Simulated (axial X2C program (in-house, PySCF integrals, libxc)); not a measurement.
# MoH: properties at the nuclei

Wanted for MoH: properties at the nuclei, at the two-component level.

Program: an in-house X2C program for linear molecules on PySCF integrals. Level of theory: two-component X2C with atomic mean-field terms, Mo dyall-acv3z, H dyall-av3z. These are calculated values, not measurements.

### 1 The job

The input, task.json:

```json
{"zs": [42, 1], "q": 0, "bas": ["dyall-acv3z", "dyall-av3z"], "r0": 1.7, "levels": ["PBE0", "HF", "B3LYP"], "nst": 1, "ff": 1, "thr": -3.5, "nmax": 130, "opt": {"ecut": 60}}
```

Keys: zs atomic numbers; q charge; bas basis sets; r0 starting distance in Å; levels methods (HF also brings MP2); nst determinants followed; ff finite-field run; thr threshold in hartree for freezing inner shells (an s shell follows its p shell); nmax most natural virtual spinors; ecut virtual cutoff in hartree.

Launch:

```sh
> python soeom.py task.json out
```

Nuclei are Gaussian, cores are contracted, and the Gaunt term is on.

### 2 Expectation values, lowest determinant

R = 1.717 Å. State: Ω = 5/2 (excess of +ω over −ω: ω = 5/2).

Output of the PBE0 run:

```text
two-component X2C + atomic mean field  PBE0
basis functions 189  fitting functions 859  grid points 5073
iter        total energy     max residual
   1      -4045.824837775     3.69e+00
   2      -4047.067533401     2.26e-02
   3      -4047.059414936     3.35e-02
   4      -4047.077319838     2.02e-03
   5      -4047.077391551     7.92e-04
   6      -4047.077400817     3.22e-04
   7      -4047.077402914     4.17e-05
   8      -4047.077403087     2.59e-05
   9      -4047.077403107     6.74e-06
  10      -4047.077403107     2.05e-06
converged
one-electron -5607.02136123  Coulomb 1673.74487935  exact exchange -30.73295743  xc functional -94.11357594  nuclear repulsion 12.94434645  atomic mean-field constant -1.89873431
```

The highest occupied spinor is 48% Mo s, 33% Mo d, 12% H s.

```
level  Eeff magnitude (GV/cm)  Ws magnitude Mo (kHz)  A∥/gI Mo (MHz)  qzz Mo (a.u.)  A∥/gI H (MHz)  qzz H (a.u.)  μ (D)
 PBE0                   0.544                  0.117             464          -0.48          -5.21          0.09  -2.60
   HF                   0.468                  0.101             291          -0.89          -8.84          0.10  -3.22
B3LYP                   0.761                  0.159             493          -0.44          -3.62          0.09  -2.49
```

Eeff is the effective electric field on the electron dipole moment in this Ω state and Ws the scalar–pseudoscalar constant (defined with the proton number Z and per Ω); A∥ is the parallel hyperfine constant, which follows by multiplying with the nuclear g factor gI = μI/(I μN); qzz is the electric field gradient, eQq0 = 234.96 MHz × Q/barn × qzz; μ is positive if H is the positive end. The operators were transformed with the bare-nucleus X2C matrices.

### 3 Finite-field coupled cluster

Output:

```text
two-component X2C + atomic mean field  HF
basis functions 189  fitting functions 859  grid points 5073
iter        total energy     max residual
   1      -4045.162699457     3.25e-01
   2      -4045.181266427     6.06e-03
   3      -4045.182594600     3.97e-03
   4      -4045.182898313     1.96e-03
   5      -4045.183028663     1.16e-03
   6      -4045.183078843     4.88e-04
   7      -4045.183091308     1.93e-04
   8      -4045.183096203     8.11e-05
   9      -4045.183096985     5.12e-05
  10      -4045.183097378     2.91e-05
  11      -4045.183097468     1.66e-05
  12      -4045.183097492     1.14e-05
  13      -4045.183097504     6.69e-06
  14      -4045.183097509     1.47e-06
  15      -4045.183097510     5.18e-07
converged
one-electron -5606.45680032  Coulomb 1673.23108748  exact exchange -123.00299681  xc functional 0.00000000  nuclear repulsion 12.94434645  atomic mean-field constant -1.89873431
correlated 15  virtual 297  natural virtual 130  E(MP2) -0.421708652  MP2 remainder -0.006347425
iter   CCSD correlation   residual
   1     -0.413312185   9.94e-02
   2     -0.421170747   4.03e-02
   3     -0.423185079   2.04e-02
   4     -0.423323223   9.79e-03
   5     -0.423482476   4.53e-03
   6     -0.423559976   1.85e-03
   7     -0.423564828   6.59e-04
   8     -0.423567791   3.01e-04
   9     -0.423561409   1.75e-04
  10     -0.423563605   1.04e-04
  11     -0.423563311   5.02e-05
  12     -0.423564030   2.41e-05
  13     -0.423563955   1.31e-05
  14     -0.423564108   7.43e-06
  15     -0.423564182   4.09e-06
  16     -0.423564233   2.37e-06
  17     -0.423564248   1.21e-06
(T) -0.014543010  T1 0.0272  D1 0.0884  max T2 0.059
```

T1 in the output is the amplitude norm over the root of the electron number; divide by √2 for the Lee–Taylor value.

15 electrons correlated in 130 natural virtual spinors, MP2 remainder added; T1 = 0.019.

```
  level  Eeff magnitude (GV/cm)  Ws magnitude Mo (kHz)  A∥/gI Mo (MHz)  qzz Mo (a.u.)  A∥/gI H (MHz)  μ (D)
     HF                   0.468                  0.101             291          -0.89          -8.84  -3.22
    MP2                     0.2                  0.051             393          -0.71          -4.95  -3.01
   CCSD                   0.411                 0.0905             384          -0.70          -3.87  -2.93
CCSD(T)                   0.442                 0.0952             385          -0.66          -3.32  -2.84
```

### 4 What came out

| quantity | value |
| --- | --- |
| lowest determinant | Ω = 5/2 (excess of +ω over −ω: ω = 5/2) |
| Eeff magnitude (GV/cm), PBE0 | 0.544 |
| Ws magnitude Mo (kHz), PBE0 | 0.117 |
| A∥/gI Mo (MHz), PBE0 | 464 |
| qzz Mo (a.u.), PBE0 | -0.48 |
| Eeff magnitude (GV/cm), CCSD(T) | 0.442 |
| Ws magnitude Mo (kHz), CCSD(T) | 0.0952 |
| A∥/gI Mo (MHz), CCSD(T) | 385 |
| qzz Mo (a.u.), CCSD(T) | -0.66 |

In the first state, the effective field runs from 0.468 to 0.761 GV/cm over the mean-field levels. The expectation values come from single determinants, which for open shells can mix terms of unlike spin or miss the lowest Ω, so a determinant need not be a state. Eeff is the effective electric field on the electron dipole moment in this Ω state and Ws the scalar–pseudoscalar constant (defined with the proton number Z and per Ω); A∥ is the parallel hyperfine constant, which follows by multiplying with the nuclear g factor gI = μI/(I μN); qzz is the electric field gradient, eQq0 = 234.96 MHz × Q/barn × qzz; μ is positive if H is the positive end. The operators were transformed with the bare-nucleus X2C matrices. Correlation of the inner shells is missing, which matters for properties at the nucleus.
